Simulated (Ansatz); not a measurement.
CuSn3: single point with PBEsol

Crystal: CuSn3.

```
Sn Cu
1.0
    -2.23990    2.23990    4.87070
     2.23990   -2.23990    4.87070
     2.23990    2.23990   -4.87070
Sn Cu
3 1
Direct
  0.50000 0.50000 0.00000
  0.25000 0.75000 0.50000
  0.75000 0.25000 0.50000
  0.00000 0.00000 0.00000
```

The cell comes from a database or a generator and needn't be the stable form of this composition.

```json
{
 "Program": "Ansatz 0.2.0",
 "Task": "single point",
 "Functional": "PBEsol",
 "Potentials or basis": "Ansatz PAW",
 "Cutoff": "420 eV (not typed: the program's choice for these potentials)",
 "k mesh": "8 × 8 × 8",
 "Occupations": "fermi-dirac, width 0.05 eV",
 "Spin": "no spin polarisation"
}
```

| Item | Value |
| --- | --- |
| Pressure | -4.1 GPa |
| Band gap on the k mesh | none (metal or under the smearing width) |

Stress tensor (GPa, compression positive):
```
-3.99  0.00  0.00
 0.00 -3.99  0.00
 0.00  0.00 -4.31
```

Levels at points of the mesh, in eV from the Fermi level:
```
              k point  band 28  band 29  band 30  band 31  band 32  band 33
   (0.00, 0.00, 0.00)    -1.97    -0.98    -0.98    -0.13    -0.13     0.45
  (0.00, 0.00, -0.50)    -2.16    -2.05    -1.98     0.26     0.86     0.88
  (0.00, -0.50, 0.00)    -1.93    -0.06    -0.04     0.05     0.25     2.13
(-0.50, -0.50, -0.50)    -2.30    -1.99    -0.84     2.77     2.77     2.82
```

It took 6.1 s on 2 threads of Arm Neoverse V2, on a shared host, peak memory 0.46 GiB.

Caveat: the PAW data sets come from PBE, with cores solved anew for the run's functional, which leaves a small shift of forces and pressure.
